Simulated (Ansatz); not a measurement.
What does this script print? It uses the Ansatz DFT code, driven from Python.

The script, `c2h7clge.py`:
```python
"""Energy of C2H7ClGe as one group turns about a bond."""

import ansatz as az
from ase import Atoms


def main() -> None:
    atoms = Atoms(["Cl", "C", "C", "Ge", "H", "H", "H", "H", "H", "H", "H"], positions=[
        (-1.922, -0.0937, -1.3936),
        (-0.9177, 0.9965, -0.4217),
        (0.4755, 0.4503, -0.3732),
        (0.6716, -1.1697, 0.7102),
        (-0.8928, 1.9999, -0.9044),
        (-1.3354, 1.1112, 0.601),
        (1.1997, 1.2084, 0.111),
        (0.9201, 0.2542, -1.3903),
        (0.0774, -0.8676, 2.1843),
        (2.0706, -1.6613, 0.8152),
        (-0.2817, -2.285, 0.0822),
    ])

    # start the scan from a relaxed geometry
    first = (
        az.Crystal.molecule_from_ase(atoms).calculation()
        .basis(gaussian="def2-SVP")
        .functional("PBE")
        .relax(force_tolerance=0.02, max_steps=80)
    )
    atoms.positions = first.run(threads=1).report["positions_ang"]

    start = atoms.get_dihedral(1, 2, 3, 8)
    energies = {}
    for turn in range(0, 121, 20):
        turned = atoms.copy()
        turned.set_dihedral(1, 2, 3, 8, start + turn, indices=[3, 8, 9, 10])
        job = (
            az.Crystal.molecule_from_ase(turned).calculation()
            .basis(gaussian="def2-SVP")  # atom-centred Gaussian functions
            .functional("PBE")
        )
        energies[round((start + turn) % 360)] = job.run(threads=1).report["free_energy_ev"]
    floor = min(energies.values())
    print("dihedral C1-C2-Ge3-H8 (deg)   E - E(min) (eV)")
    for angle, e in sorted(energies.items()):
        print(f"{angle:8d} {(e - floor):14.3f}  " + "#" * int(30 * (e - floor) / max(max(energies.values()) - floor, 1e-9)))


if __name__ == "__main__":
    main()
```

`python c2h7clge.py` gives:
```text
dihedral C1-C2-Ge3-H8 (deg)   E - E(min) (eV)
      18          0.072  ##############################
      38          0.063  ##########################
      58          0.030  ############
      78          0.010  ####
     318          0.000
     338          0.016  ######
     358          0.050  ####################
```

The scan is rigid and the energies are electronic, in a modest basis. With rigid groups the curve can differ much from the relaxed path, the start wasn't checked as a minimum of this torsion, and equivalent turns needn't return to the same energy. It ran for 87 s on 1 thread of Arm Neoverse V1 (shared host), peak memory 0.23 GiB.
